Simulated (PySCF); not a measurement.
# C8H12NP: the cost of one run

Computed with PySCF 2.14.0 and routines of our own; the level stands in each step. Atoms count from 0.

### 1 The system as given

22 atoms, charge 0, multiplicity 1; geometry from: GFN2-xTB.

### 2 Vibronic structure: TDDFT PBE0/6-31G*

Job settings and geometry (Å):

```
{"job": {"kind": "vib", "xc": "PBE0", "basis": "6-31G*", "tda": false}, "charge": 0, "multiplicity": 1}
C      3.277193    -0.090092     1.918180
C      2.460487    -0.188412     1.040034
P      1.405952    -0.289504    -0.390733
N      1.947210     0.109890    -1.790509
C      0.299485    -1.769451    -0.101946
C     -0.917949    -0.840460    -0.309766
C     -2.117708    -1.128294     0.572091
C     -0.214470     0.518659    -0.019676
C     -0.596891     1.661942    -0.878875
C     -1.136418     2.781906    -0.431583
H      3.957029    -0.013017     2.717274
H      2.799837    -0.342851    -2.087176
H      0.374642    -2.596408    -0.806737
H      0.353373    -2.153010     0.916537
H     -1.218542    -0.863387    -1.360641
H     -2.534683    -2.106692     0.340954
H     -1.832616    -1.114695     1.622684
H     -2.888935    -0.377087     0.413273
H     -0.295997     0.769237     1.042860
H     -0.396233     1.522268    -1.932382
H     -1.400651     3.590067    -1.091861
H     -1.334523     2.938779     0.617148
```

Level: TDDFT PBE0/6-31G* vertical-gradient vibronic structure (displaced harmonic oscillators, Condon), gas phase.

On the command line:

```
> OMP_NUM_THREADS=1 python excited_run.py task.json out
```

This one command runs all jobs of the session in turn.

**Question.** How long does this first job take on 1 thread of Intel Xeon at 2.70GHz, shared host, and how much memory does it need?

About 1.9 min, with a peak of 1 GiB.
